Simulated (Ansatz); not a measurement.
# GaH6O3P: small, medium and large basis sets

The task here is to estimate one member of a computed series from the others.

Program: Ansatz 0.2.0, Gaussian basis. Level of theory: one geometry, several basis sets. These are calculated values, not measurements.

Levels to be run: PBE0-D4/def2-SVP; ωB97M-V/def2-SVP; PBE0-D4/def2-QZVPP; ωB97M-V/def2-QZVPP; the functionals' def2-TZVPP values are taken from earlier runs.

## Structure used throughout

All runs share one geometry, relaxed beforehand with PBE0-D4 in a triple-zeta def2 set.

SMILES `[OH][Ga-]([OH])([OH])[PH3+]`, 11 atoms, charge 0, spin multiplicity 1.

Atoms are counted from 1 here; the program's logs count them from 0.

Bond lengths: O1–Ga2 1.801 Å, O1–H6 0.959 Å, Ga2–O3 1.801 Å, Ga2–O4 1.801 Å, Ga2–P5 2.576 Å, O3–H7 0.959 Å, O4–H8 0.959 Å, P5–H9 1.409 Å, P5–H10 1.409 Å, P5–H11 1.409 Å. Angles: Ga2–O1–H6 112.3°, O1–Ga2–O3 118.2°, O1–Ga2–O4 118.2°, O1–Ga2–P5 97.8°, O3–Ga2–O4 118.2°, O3–Ga2–P5 97.9°, O4–Ga2–P5 97.8°, Ga2–O3–H7 112.3°, Ga2–O4–H8 112.3°, Ga2–P5–H9 118.9°, Ga2–P5–H10 119.0°, Ga2–P5–H11 118.8°, H9–P5–H10 98.6°, H9–P5–H11 98.6°, H10–P5–H11 98.6°.

The first run:

Input file in.yaml:

```yaml
crystal:
  periodic: [false, false, false]
  atoms:
    - {symbol: O, position_ang: [-1.777244, 0.351677, 1.087567]}
    - {symbol: Ga, position_ang: [-0.221226, -0.481746, 0.728024]}
    - {symbol: O, position_ang: [1.211875, -0.084010, 1.744297]}
    - {symbol: O, position_ang: [-0.286195, -2.103383, -0.053736]}
    - {symbol: P, position_ang: [0.432600, 0.885778, -1.355224]}
    - {symbol: H, position_ang: [-1.725670, 0.896459, 1.875462]}
    - {symbol: H, position_ang: [1.801270, -0.833075, 1.852677]}
    - {symbol: H, position_ang: [-1.183691, -2.431308, -0.138640]}
    - {symbol: H, position_ang: [0.683725, 2.265413, -1.214217]}
    - {symbol: H, position_ang: [1.596465, 0.531641, -2.066798]}
    - {symbol: H, position_ang: [-0.466610, 0.945352, -2.438812]}
basis:
  gaussian: {orbitals: def2-SVP}
hamiltonian: {xc: pbe0, dispersion: d4}
output: {orbitals: {seedname: orbitals}}
```

The run is started by

```
$ ansatz run in.yaml --threads 8 --pin off --events-out ev --progress --plain --max-ram 20889MiB
```

Steps of the session up to this table: PBE0-D4 in def2-SVP; ωB97M-V in def2-SVP; PBE0-D4 in def2-QZVPP; ωB97M-V in def2-QZVPP.

One of the session's tables, all rows but one given; the rest of the session is left out.

It belongs to the step «Density functionals: the series». 

| functional | basis | HOMO (eV) | LUMO (eV) |
| --- | --- | --- | --- |
| PBE0-D4 | def2-SVP | -7.69 | 0.30 |
| PBE0-D4 | def2-TZVPP | -7.96 | -0.08 |
| PBE0-D4 | def2-QZVPP | ? | ? |
| ωB97M-V | def2-SVP | -10.01 | 2.06 |
| ωB97M-V | def2-TZVPP | -10.29 | 1.54 |
| ωB97M-V | def2-QZVPP | -10.36 | 0.99 |

**Question.** Estimate the row for PBE0-D4, def2-QZVPP.

**Answer.** HOMO (eV): -8.03; LUMO (eV): -0.37. In the column «HOMO (eV)» it lies between ωB97M-V, def2-SVP (-10.01) and PBE0-D4, def2-TZVPP (-7.96).
